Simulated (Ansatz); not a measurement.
# Si3H7F: one molecule under many settings

How do the results and run time of Si3H7F respond when the settings are drawn wide?

Program: Ansatz 0.2.0, Gaussian basis. Level of theory: the settings change from run to run. These are calculated values, not measurements.

**1. The molecule**

The geometry comes from an earlier relaxation with PBE0-D4 in a triple-zeta def2 set; it is a stationary point, not always the lowest conformer.

SMILES `F[SiH]([SiH3])[SiH3]`, 11 atoms, charge 0, spin multiplicity 1.

Atoms are counted from 1 here; the program's logs count them from 0.

Bond lengths: F1–Si2 1.613 Å, Si2–Si3 2.344 Å, Si2–Si4 2.344 Å, Si2–H5 1.490 Å, Si3–H6 1.487 Å, Si3–H7 1.489 Å, Si3–H8 1.487 Å, Si4–H9 1.487 Å, Si4–H10 1.489 Å, Si4–H11 1.487 Å. Angles: F1–Si2–Si3 109.4°, F1–Si2–Si4 109.4°, F1–Si2–H5 107.2°, Si3–Si2–Si4 111.5°, Si3–Si2–H5 109.6°, Si4–Si2–H5 109.6°, Si2–Si3–H6 111.5°, Si2–Si3–H7 107.9°, Si2–Si3–H8 110.3°, H6–Si3–H7 109.1°, H6–Si3–H8 109.2°, H7–Si3–H8 108.8°, Si2–Si4–H9 110.3°, Si2–Si4–H10 107.9°, Si2–Si4–H11 111.5°, H9–Si4–H10 108.8°, H9–Si4–H11 109.2°, H10–Si4–H11 109.1°.

**2. wB97X-V/cc-pVTZ-DK**

Options: a grid of angular degree 23.

Contents of in.yaml:

```yaml
crystal:
  periodic: [false, false, false]
  atoms:
    - {symbol: F, position_ang: [-1.906812, 1.284821, 0.047065]}
    - {symbol: Si, position_ang: [-0.381619, 0.836450, -0.228556]}
    - {symbol: Si, position_ang: [0.677989, 0.386920, 1.813895]}
    - {symbol: Si, position_ang: [-0.364430, -1.037737, -1.636975]}
    - {symbol: H, position_ang: [0.298757, 1.976999, -0.904785]}
    - {symbol: H, position_ang: [0.654675, 1.571764, 2.712182]}
    - {symbol: H, position_ang: [2.092356, 0.021966, 1.526100]}
    - {symbol: H, position_ang: [0.017579, -0.757190, 2.496414]}
    - {symbol: H, position_ang: [-1.035297, -2.186948, -0.973484]}
    - {symbol: H, position_ang: [1.055330, -1.399119, -1.901857]}
    - {symbol: H, position_ang: [-1.043327, -0.754826, -2.929403]}
basis:
  gaussian: {orbitals: cc-pVTZ-DK, final_grid: {core_spheres: 8, valence_spheres: 7, degree: 23}}
hamiltonian: {xc: {name: wB97X-V}}
```

Command:

```console
ansatz run in.yaml --threads 4 --pin off --events-out ev --progress --plain --max-ram 10444MiB
```

Output:

```text
Functional definition: wB97X-V
  name "wB97X-V"
  cite "Mardirossian & Head-Gordon, Phys. Chem. Chem. Phys. 16, 9904 (2014) doi:10.1039/C3CP54374A"
  cite "Becke, J. Chem. Phys. 107, 8554 (1997) doi:10.1063/1.475007"
  cite "Vydrov & Van Voorhis, J. Chem. Phys. 133, 244103 (2010) doi:10.1063/1.3521275"
  parameter omega = 0.3/bohr
  parameter cx = 0.167
  parameter cx1 = 0.603
  parameter cx2 = 1.194
  parameter css0 = 0.556
  parameter css1 = -0.257
  parameter cos0 = 1.219
  parameter cos1 = -1.850
  parameter b = 6.0
  parameter c = 0.01
  exchange = spin_sum(e_x_unif_sr(omega)*poly(b97_u_x, 1 - cx, cx1, cx2)) + cx*exact_x_sr(omega) + exact_x_lr(omega)
  correlation = spin_sum(e_c_pw_same_spin*poly(b97_u_same, css0, css1))
      + integral(e_c_pw_opposite_spin*poly(b97_u_opposite, cos0, cos1)) + vv10(b, c)
1421 factors; their error is unknown
330 factors; integrals over basis functions are off by at most 1.2e-5 eV
mean field evaluation 1: about -26512.6615 eV, gradient 3.1e1 eV
mean field evaluation 2: about -26512.7062 eV, gradient 3.7e1 eV
mean field evaluation 4: about -26514.4217 eV, gradient 5.5e-1 eV
mean field evaluation 8: about -26514.4623 eV, gradient 2.2e-1 eV
mean field evaluation 16: about -26514.4623 eV, gradient 1.9e-5 eV
mean field -26514.46233139 eV, -974.3885185304 hartree, gradient 1.9e-5 eV, S^2 0.000000; 0 other end points of the search recorded, 0 dependent functions left out
reference -26514.46232934 eV, -974.3885184552 hartree; 29, 29 occupied and 201, 201 virtual orbitals, 1421 factors
Total energy: -26514.46232934 eV, -974.3885184552 hartree
Relativity: scalar
```

Run time: 3.4 s. Hardware: 4 threads of Arm Neoverse V2, shared host; peak memory 0.54 GiB.

**3. CAM-B3LYP/def2-TZVP**

Options: D4 dispersion.

Changes to in.yaml since step 2:

```diff
@@ -15,3 +15,3 @@
 basis:
-  gaussian: {orbitals: cc-pVTZ-DK, final_grid: {core_spheres: 8, valence_spheres: 7, degree: 23}}
-hamiltonian: {xc: {name: wB97X-V}}
+  gaussian: {orbitals: def2-TZVP}
+hamiltonian: {xc: {name: CAM-B3LYP}, dispersion: d4}
```

The command is unchanged.

Output, shortened:

```text
Functional definition: CAM-B3LYP
  name "CAM-B3LYP"
  cite "Yanai, Tew & Handy, Chem. Phys. Lett. 393, 51 (2004) doi:10.1016/j.cplett.2004.06.011"
  cite "Iikura, Tsuneda, Yanai & Hirao, J. Chem. Phys. 115, 3540 (2001) doi:10.1063/1.1383587"
  cite "Becke, Phys. Rev. A 38, 3098 (1988) doi:10.1103/PhysRevA.38.3098"
  cite "Lee, Yang & Parr, Phys. Rev. B 37, 785 (1988) doi:10.1103/PhysRevB.37.785"
  cite "Vosko, Wilk & Nusair, Can. J. Phys. 58, 1200 (1980) doi:10.1139/p80-159"
[...]
  # Exact exchange under (alpha + beta erf(omega r))/r, Becke's under what is left of 1/r.
[...]
1247 factors; their error is unknown
363 factors; integrals over basis functions are off by at most 1.9e-5 eV
[...]
mean field -26466.84703235 eV, -972.6386885656 hartree, gradient 3.0e-5 eV, S^2 0.000000; 0 other end points of the search recorded, 0 dependent functions left out
reference -26466.84718661 eV, -972.6386942344 hartree; 29, 29 occupied and 155, 155 virtual orbitals, 1247 factors
Total energy: -26467.06761239 eV, -972.6467947325 hartree
```

Run time: 1.6 s. Hardware: 4 threads of Arm Neoverse V2, shared host; peak memory 0.39 GiB.

**4. BLYP/cc-pVDZ**

This run has D4 dispersion, the search for lower states set to light.

Changes to in.yaml since step 3:

```diff
@@ -15,3 +15,5 @@
 basis:
-  gaussian: {orbitals: def2-TZVP}
-hamiltonian: {xc: {name: CAM-B3LYP}, dispersion: d4}
+  gaussian: {orbitals: cc-pVDZ}
+hamiltonian: {xc: {name: BLYP}, dispersion: d4}
+scf: {lower_state_search: light}
+output: {forces: true}
```

Same command.

Output, shortened:

```text
Functional definition: BLYP
  name "BLYP"
  cite "Becke, Phys. Rev. A 38, 3098 (1988) doi:10.1103/PhysRevA.38.3098"
  cite "Lee, Yang & Parr, Phys. Rev. B 37, 785 (1988) doi:10.1103/PhysRevB.37.785"
[...]
1256 factors; their error is unknown
[...]
mean field -26463.31259964 eV, -972.5088005592 hartree, gradient 5.0e-5 eV, S^2 0.000000; 0 other end points of the search recorded, 0 dependent functions left out
[...]
reference -26463.31302687 eV, -972.5088162596 hartree; 29, 29 occupied and 74, 74 virtual orbitals, 1256 factors
Total energy: -26463.83848270 eV, -972.5281264052 hartree
Atom 0 at    -1.906812     1.284821     0.047065 Å, force    -2.091739     0.609073     0.380259 eV/Å
Atom 1 at    -0.381619     0.836450    -0.228556 Å, force     1.745700    -0.590466    -0.283823 eV/Å
Atom 2 at     0.677989     0.386920     1.813895 Å, force    -0.023729     0.016698    -0.064079 eV/Å
Atom 3 at    -0.364430    -1.037737    -1.636975 Å, force     0.007253     0.058842     0.038058 eV/Å
Atom 4 at     0.298757     1.976999    -0.904785 Å, force     0.186289     0.264364    -0.165290 eV/Å
Atom 5 at     0.654675     1.571764     2.712182 Å, force    -0.001007     0.252832     0.202334 eV/Å
Atom 6 at     2.092356     0.021966     1.526100 Å, force     0.306072    -0.078242    -0.042672 eV/Å
Atom 7 at     0.017579    -0.757190     2.496414 Å, force    -0.135492    -0.242642     0.157268 eV/Å
Atom 8 at    -1.035297    -2.186948    -0.973484 Å, force    -0.144225    -0.252788     0.131182 eV/Å
Atom 9 at     1.055330    -1.399119    -1.901857 Å, force     0.297667    -0.090356    -0.069430 eV/Å
Atom 10 at    -1.043327    -0.754826    -2.929403 Å, force    -0.146788     0.052685    -0.283806 eV/Å
Dipole moment:     0.189566    -0.066874    -0.029698 e Å
```

Wall time 0.95 s (4 threads of Arm Neoverse V2, shared host).

Largest force 2.212 eV/Å, dipole 0.98 D.

**5. SVWN5/cc-pVDZ**

Set apart from the defaults: a grid of angular degree 47.

Changes to in.yaml since step 4:

```diff
@@ -15,5 +15,3 @@
 basis:
-  gaussian: {orbitals: cc-pVDZ}
-hamiltonian: {xc: {name: BLYP}, dispersion: d4}
-scf: {lower_state_search: light}
-output: {forces: true}
+  gaussian: {orbitals: cc-pVDZ, final_grid: {core_spheres: 20, valence_spheres: 16, degree: 47}}
+hamiltonian: {xc: {name: SVWN5}}
```

Same command.

Output:

```text
Functional definition: SVWN5
  name "SVWN5"
  cite "Dirac, Proc. Camb. Phil. Soc. 26, 376 (1930) doi:10.1017/S0305004100016108"
  cite "Slater, Phys. Rev. 81, 385 (1951) doi:10.1103/PhysRev.81.385"
  cite "Vosko, Wilk & Nusair, Can. J. Phys. 58, 1200 (1980) doi:10.1139/p80-159"
  exchange = slater_x
  correlation = vwn5_c
1256 factors; their error is unknown
mean field evaluation 1: about -26348.6738 eV, gradient 3.0e1 eV
mean field evaluation 2: about -26346.2503 eV, gradient 5.5e1 eV
mean field evaluation 4: about -26350.8713 eV, gradient 2.1e0 eV
mean field evaluation 8: about -26350.8843 eV, gradient 2.8e-2 eV
mean field -26350.85902219 eV, -968.3762078116 hartree, gradient 4.9e-5 eV, S^2 0.000000; 0 other end points of the search recorded, 0 dependent functions left out
reference -26350.85906399 eV, -968.3762093479 hartree; 29, 29 occupied and 74, 74 virtual orbitals, 1256 factors
Total energy: -26350.85906399 eV, -968.3762093479 hartree
```

It took 0.75 s on 4 threads of Arm Neoverse V2, shared host.

**6. SPW92/cc-pVTZ**

Options: the search for lower states set to full.

Changes to in.yaml since step 5:

```diff
@@ -15,3 +15,4 @@
 basis:
-  gaussian: {orbitals: cc-pVDZ, final_grid: {core_spheres: 20, valence_spheres: 16, degree: 47}}
-hamiltonian: {xc: {name: SVWN5}}
+  gaussian: {orbitals: cc-pVTZ}
+hamiltonian: {xc: {name: SPW92}}
+scf: {lower_state_search: full}
```

Launched as before.

Output:

```text
Functional definition: SPW92
  name "SPW92"
  cite "Dirac, Proc. Camb. Phil. Soc. 26, 376 (1930) doi:10.1017/S0305004100016108"
  cite "Slater, Phys. Rev. 81, 385 (1951) doi:10.1103/PhysRev.81.385"
  cite "Perdew & Wang, Phys. Rev. B 45, 13244 (1992) doi:10.1103/PhysRevB.45.13244"
  exchange = slater_x
  correlation = pw_c
1391 factors; their error is unknown
mean field evaluation 1: about -26350.4652 eV, gradient 3.6e1 eV
mean field evaluation 2: about -26347.2934 eV, gradient 6.5e1 eV
mean field evaluation 4: about -26353.2232 eV, gradient 2.8e0 eV
mean field evaluation 8: about -26353.2454 eV, gradient 4.4e-2 eV
mean field evaluation 16: about -26353.1710 eV, gradient 3.1e-5 eV
mean field -26353.17096637 eV, -968.4611701934 hartree, gradient 3.1e-5 eV, S^2 0.000000; 0 other end points of the search recorded, 0 dependent functions left out
reference -26353.17101289 eV, -968.4611719028 hartree; 29, 29 occupied and 201, 201 virtual orbitals, 1391 factors
Total energy: -26353.17101289 eV, -968.4611719028 hartree
```

Wall time 1.1 s (4 threads of Arm Neoverse V2, shared host); peak memory 0.28 GiB.

**7. HSE06/6-31G**

Options: atoms shaken by 0.08 Å, D4 dispersion, the search for lower states set to light.

Contents of in.yaml:

```yaml
crystal:
  periodic: [false, false, false]
  atoms:
    - {symbol: F, position_ang: [-1.827402, 1.143973, 0.125121]}
    - {symbol: Si, position_ang: [-0.410890, 0.714153, -0.092766]}
    - {symbol: Si, position_ang: [0.598348, 0.373312, 1.921292]}
    - {symbol: Si, position_ang: [-0.371236, -1.160060, -1.582007]}
    - {symbol: H, position_ang: [0.268553, 2.060675, -0.765109]}
    - {symbol: H, position_ang: [0.686919, 1.587655, 2.729572]}
    - {symbol: H, position_ang: [2.053134, 0.046929, 1.492280]}
    - {symbol: H, position_ang: [0.058017, -0.734926, 2.448168]}
    - {symbol: H, position_ang: [-1.119971, -2.135846, -0.926143]}
    - {symbol: H, position_ang: [1.004083, -1.422111, -1.769039]}
    - {symbol: H, position_ang: [-1.071753, -0.830104, -3.039767]}
basis:
  gaussian: {orbitals: 6-31G}
hamiltonian: {xc: {name: HSE06}, dispersion: d4}
scf: {lower_state_search: light}
```

Same command.

Output, shortened:

```text
Functional definition: HSE06
  name "HSE06"
  cite "Heyd, Scuseria & Ernzerhof, J. Chem. Phys. 118, 8207 (2003) doi:10.1063/1.1564060"
  cite "Krukau, Vydrov, Izmaylov & Scuseria, J. Chem. Phys. 125, 224106 (2006) doi:10.1063/1.2404663"
  cite "Heyd & Scuseria, J. Chem. Phys. 120, 7274 (2004) doi:10.1063/1.1668634"
  cite "Ernzerhof & Perdew, J. Chem. Phys. 109, 3313 (1998) doi:10.1063/1.476928"
  cite "Perdew, Burke & Ernzerhof, Phys. Rev. Lett. 77, 3865 (1996) doi:10.1103/PhysRevLett.77.3865"
  parent pbe
[...]
  # The whole range is PBE's own exchange, as in plane waves. The composition of these papers is wPBEh.
[...]
720 factors; integrals over basis functions are off by at most 1.9e-4 eV
141 factors; integrals over basis functions are off by at most 5.3e-7 eV
[...]
mean field -26445.01480881 eV, -971.8363691489 hartree, gradient 3.7e-5 eV, S^2 0.000000; 0 other end points of the search recorded, 0 dependent functions left out
reference -26445.01485434 eV, -971.8363708220 hartree; 29, 29 occupied and 33, 33 virtual orbitals, 720 factors
Total energy: -26445.22083996 eV, -971.8439406539 hartree
```

Wall time 0.8 s (4 threads of Arm Neoverse V2, shared host).

**8. B3LYP5/def2-mTZVPP**

This run has relativity set to none, high accuracy.

Contents of in.yaml:

```yaml
crystal:
  periodic: [false, false, false]
  atoms:
    - {symbol: F, position_ang: [-1.906812, 1.284821, 0.047065]}
    - {symbol: Si, position_ang: [-0.381619, 0.836450, -0.228556]}
    - {symbol: Si, position_ang: [0.677989, 0.386920, 1.813895]}
    - {symbol: Si, position_ang: [-0.364430, -1.037737, -1.636975]}
    - {symbol: H, position_ang: [0.298757, 1.976999, -0.904785]}
    - {symbol: H, position_ang: [0.654675, 1.571764, 2.712182]}
    - {symbol: H, position_ang: [2.092356, 0.021966, 1.526100]}
    - {symbol: H, position_ang: [0.017579, -0.757190, 2.496414]}
    - {symbol: H, position_ang: [-1.035297, -2.186948, -0.973484]}
    - {symbol: H, position_ang: [1.055330, -1.399119, -1.901857]}
    - {symbol: H, position_ang: [-1.043327, -0.754826, -2.929403]}
basis:
  gaussian: {orbitals: def2-mTZVPP}
hamiltonian: {xc: {name: B3LYP5}, pseudopotentials: {relativity: none}}
accuracy: high
```

Same command.

Output, shortened:

```text
Functional definition: B3LYP5
  name "B3LYP5"
  cite "Stephens, Devlin, Chabalowski & Frisch, J. Phys. Chem. 98, 11623 (1994) doi:10.1021/j100096a001"
  cite "Becke, Phys. Rev. A 38, 3098 (1988) doi:10.1103/PhysRevA.38.3098"
  cite "Lee, Yang & Parr, Phys. Rev. B 37, 785 (1988) doi:10.1103/PhysRevB.37.785"
  cite "Vosko, Wilk & Nusair, Can. J. Phys. 58, 1200 (1980) doi:10.1139/p80-159"
[...]
2861 factors; integrals over basis functions are off by at most 1.6e-8 eV
[...]
mean field -26462.55462793 eV, -972.4809456127 hartree, gradient 6.2e-8 eV, S^2 0.000000; 0 other end points of the search recorded, 0 dependent functions left out
reference -26462.55468067 eV, -972.4809475507 hartree; 29, 29 occupied and 111, 111 virtual orbitals, 2861 factors
Total energy: -26462.55468067 eV, -972.4809475507 hartree
```

It took 4.1 s on 4 threads of Arm Neoverse V2, shared host; peak memory 0.66 GiB.

**9. wPBEh/def2-SVPD**

Set apart from the defaults: the search for lower states set to off.

Changes to in.yaml since step 8:

```diff
@@ -15,4 +15,5 @@
 basis:
-  gaussian: {orbitals: def2-mTZVPP}
-hamiltonian: {xc: {name: B3LYP5}, pseudopotentials: {relativity: none}}
-accuracy: high
+  gaussian: {orbitals: def2-SVPD}
+hamiltonian: {xc: {name: wPBEh}}
+scf: {lower_state_search: off}
+output: {forces: true}
```

Same command.

Output, shortened:

```text
Functional definition: wPBEh
  name "wPBEh"
  cite "Heyd, Scuseria & Ernzerhof, J. Chem. Phys. 118, 8207 (2003) doi:10.1063/1.1564060"
  cite "Krukau, Vydrov, Izmaylov & Scuseria, J. Chem. Phys. 125, 224106 (2006) doi:10.1063/1.2404663"
  cite "Heyd & Scuseria, J. Chem. Phys. 120, 7274 (2004) doi:10.1063/1.1668634"
  cite "Ernzerhof & Perdew, J. Chem. Phys. 109, 3313 (1998) doi:10.1063/1.476928"
  cite "Perdew, Burke & Ernzerhof, Phys. Rev. Lett. 77, 3865 (1996) doi:10.1103/PhysRevLett.77.3865"
  parent pbe
[...]
1464 factors; integrals over basis functions are off by at most 9.8e-4 eV
202 factors; integrals over basis functions are off by at most 3.6e-7 eV
[...]
mean field -26444.39938584 eV, -971.8137527720 hartree, gradient 3.7e-6 eV, S^2 0.000000; 0 other end points of the search recorded, 0 dependent functions left out
[...]
Atom 2 at     0.677989     0.386920     1.813895 Å, force    -0.025174     0.011557    -0.012695 eV/Å
Atom 3 at    -0.364430    -1.037737    -1.636975 Å, force    -0.017526     0.021675     0.012111 eV/Å
Atom 4 at     0.298757     1.976999    -0.904785 Å, force     0.047992     0.111161    -0.060315 eV/Å
Atom 5 at     0.654675     1.571764     2.712182 Å, force    -0.003684     0.103166     0.069342 eV/Å
Atom 6 at     2.092356     0.021966     1.526100 Å, force     0.120144    -0.030542    -0.028146 eV/Å
Atom 7 at     0.017579    -0.757190     2.496414 Å, force    -0.056256    -0.100702     0.059832 eV/Å
Atom 8 at    -1.035297    -2.186948    -0.973484 Å, force    -0.057164    -0.101310     0.057650 eV/Å
Atom 9 at     1.055330    -1.399119    -1.901857 Å, force     0.122270    -0.027833    -0.020837 eV/Å
Atom 10 at    -1.043327    -0.754826    -2.929403 Å, force    -0.056491     0.030872    -0.106403 eV/Å
Dipole moment:     0.247471    -0.096603    -0.034913 e Å
Checks for a lower state left out: stability, starts, cluster_reference, orbital_swaps, neighbouring_geometries, increment
```

It took 1.8 s on 4 threads of Arm Neoverse V2, shared host; peak memory 0.37 GiB.

Largest force 1.348 eV/Å, dipole 1.29 D.

**10. HSE06/def2-TZVPD**

This run has D3(BJ) with three-body dispersion, the search for lower states set to off.

Changes to in.yaml since step 9:

```diff
@@ -15,4 +15,4 @@
 basis:
-  gaussian: {orbitals: def2-SVPD}
-hamiltonian: {xc: {name: wPBEh}}
+  gaussian: {orbitals: def2-TZVPD}
+hamiltonian: {xc: {name: HSE06}, dispersion: d3bjatm}
 scf: {lower_state_search: off}
```

Same command.

Output, shortened:

```text
Functional definition: HSE06
  name "HSE06"
  cite "Heyd, Scuseria & Ernzerhof, J. Chem. Phys. 118, 8207 (2003) doi:10.1063/1.1564060"
  cite "Krukau, Vydrov, Izmaylov & Scuseria, J. Chem. Phys. 125, 224106 (2006) doi:10.1063/1.2404663"
  cite "Heyd & Scuseria, J. Chem. Phys. 120, 7274 (2004) doi:10.1063/1.1668634"
  cite "Ernzerhof & Perdew, J. Chem. Phys. 109, 3313 (1998) doi:10.1063/1.476928"
  cite "Perdew, Burke & Ernzerhof, Phys. Rev. Lett. 77, 3865 (1996) doi:10.1103/PhysRevLett.77.3865"
  parent pbe
[...]
  # The whole range is PBE's own exchange, as in plane waves. The composition of these papers is wPBEh.
[...]
1442 factors; their error is unknown
182 factors; integrals over basis functions are off by at most 8.8e-7 eV
[...]
Atom 2 at     0.677989     0.386920     1.813895 Å, force     0.005899    -0.002828     0.013825 eV/Å
Atom 3 at    -0.364430    -1.037737    -1.636975 Å, force    -0.000794    -0.012313    -0.008866 eV/Å
Atom 4 at     0.298757     1.976999    -0.904785 Å, force    -0.002910     0.006169    -0.001609 eV/Å
Atom 5 at     0.654675     1.571764     2.712182 Å, force    -0.000335     0.003613     0.000875 eV/Å
Atom 6 at     2.092356     0.021966     1.526100 Å, force     0.003156    -0.000133    -0.002837 eV/Å
Atom 7 at     0.017579    -0.757190     2.496414 Å, force    -0.001572    -0.004040     0.003941 eV/Å
Atom 8 at    -1.035297    -2.186948    -0.973484 Å, force    -0.002339    -0.005193     0.001056 eV/Å
Atom 9 at     1.055330    -1.399119    -1.901857 Å, force     0.004060     0.001232     0.000116 eV/Å
Atom 10 at    -1.043327    -0.754826    -2.929403 Å, force    -0.001605     0.002222    -0.002575 eV/Å
Dipole moment:     0.226426    -0.086757    -0.032621 e Å
Checks for a lower state left out: stability, starts, cluster_reference, orbital_swaps, neighbouring_geometries, increment
```

Wall time 3.3 s (4 threads of Arm Neoverse V2, shared host); peak memory 0.71 GiB.

Largest force 0.039 eV/Å, dipole 1.18 D.

**11. All runs side by side**

| level | charge | multiplicity | geometry | functions | energy (eV) | time |
| --- | --- | --- | --- | --- | --- | --- |
| wB97X-V/cc-pVTZ-DK | 0 | 1 | relaxed | 230 | -26514.462 | 3.4 s |
| CAM-B3LYP/def2-TZVP | 0 | 1 | relaxed | 184 | -26467.068 | 1.6 s |
| BLYP/cc-pVDZ | 0 | 1 | relaxed | 103 | -26463.838 | 0.95 s |
| SVWN5/cc-pVDZ | 0 | 1 | relaxed | 103 | -26350.859 | 0.75 s |
| SPW92/cc-pVTZ | 0 | 1 | relaxed | 230 | -26353.171 | 1.1 s |
| HSE06/6-31G | 0 | 1 | shaken | 62 | -26445.221 | 0.8 s |
| B3LYP5/def2-mTZVPP | 0 | 1 | relaxed | 140 | -26462.555 | 4.1 s |
| wPBEh/def2-SVPD | 0 | 1 | relaxed | 151 | -26444.399 | 1.8 s |
| HSE06/def2-TZVPD | 0 | 1 | relaxed | 232 | -26453.880 | 3.3 s |

**12. What came out**

| quantity | value |
| --- | --- |
| runs | 9 |
| quickest | SVWN5/cc-pVDZ, 0.75 s |
| slowest | B3LYP5/def2-mTZVPP, 4.1 s |
| spread of total energies, same state and geometry | 163.6 eV |
| dipole, same state and geometry | 0.98 to 1.29 D |

**Reading.** Run time spans a factor of 5, from SVWN5/cc-pVDZ to B3LYP5/def2-mTZVPP. The jobs differ in tasks and options as well as level. The totals spread over 164 eV; they can't be compared across methods or bases. Some of these runs are scalar-relativistic and others not, which shifts the totals of all-electron atoms past neon by eV; core potentials, where a basis has them, take the core out of the total altogether. At the PBE0-D4/def2-TZVP geometry and in the same state, runs without warnings or point charges leave forces up to 2.21 eV/Å (BLYP/cc-pVDZ). At that geometry and state the dipole changes by 32 % between the lowest and highest value.
